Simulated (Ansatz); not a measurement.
# C2H6BO: the cost of one run

All numbers below are computed with Ansatz 0.2.0 (RKS PBE0-D4/6-31G).

## Step 1: The system as given

Bond lengths: B1–O2 1.291 Å, O2–C3 1.234 Å, C3–C4 1.461 Å, B1–H5 1.172 Å, B1–H6 1.172 Å, C3–H7 1.096 Å, C4–H8 1.094 Å, C4–H9 1.095 Å, C4–H10 1.088 Å. Angles: B1–O2–C3 178.5°, O2–B1–H5 119.3°, O2–B1–H6 119.2°, H5–B1–H6 121.5°, O2–C3–C4 124.0°, O2–C3–H7 117.8°, C4–C3–H7 118.3°, C3–C4–H8 109.6°, C3–C4–H9 109.5°, C3–C4–H10 112.7°, H8–C4–H9 104.7°, H8–C4–H10 109.9°, H9–C4–H10 110.1°.

As a file:

```xyz
10

B    -1.0032    1.7242    0.3919
O    -0.3370    0.6211    0.4656
C     0.3007   -0.4352    0.5048
C     0.6720   -1.2094   -0.6776
H    -2.1737    1.6911    0.4397
H    -0.4230    2.7370    0.2865
H     0.6045   -0.8117    1.4878
H     0.2657   -2.2220   -0.5959
H     1.7577   -1.3471   -0.6983
H     0.3363   -0.7482   -1.6046
```

## Step 2: End point A

The input, input.yaml:

```yaml
crystal:
  periodic: [false, false, false]
  atoms:
    - { symbol: B, position_ang: [-1.00317, 1.72415, 0.39188] }
    - { symbol: O, position_ang: [-0.33698, 0.62111, 0.46559] }
    - { symbol: C, position_ang: [0.30068, -0.43516, 0.50483] }
    - { symbol: C, position_ang: [0.67202, -1.20936, -0.67758] }
    - { symbol: H, position_ang: [-2.17371, 1.69115, 0.43971] }
    - { symbol: H, position_ang: [-0.42305, 2.73705, 0.28647] }
    - { symbol: H, position_ang: [0.60446, -0.81167, 1.48785] }
    - { symbol: H, position_ang: [0.26575, -2.22202, -0.59586] }
    - { symbol: H, position_ang: [1.75774, -1.34705, -0.69829] }
    - { symbol: H, position_ang: [0.33626, -0.7482, -1.60459] }
total_charge: 1
basis:
  gaussian: { orbitals: "6-31G" }
hamiltonian:
  xc: pbe0
  dispersion: d4
relax:
  f_tol: 0.02
  max_steps: 50
```

The run is started by

```sh
$ ansatz run input.yaml --threads 1 --pin off --max-ram 2048MiB --backend cpu --events-out ev --progress --plain --runs-dir out
```

What time and memory should one allow on 1 thread of an x86-64 CPU, shared host?

About 7.5 s, with a peak of 0.14 GiB.
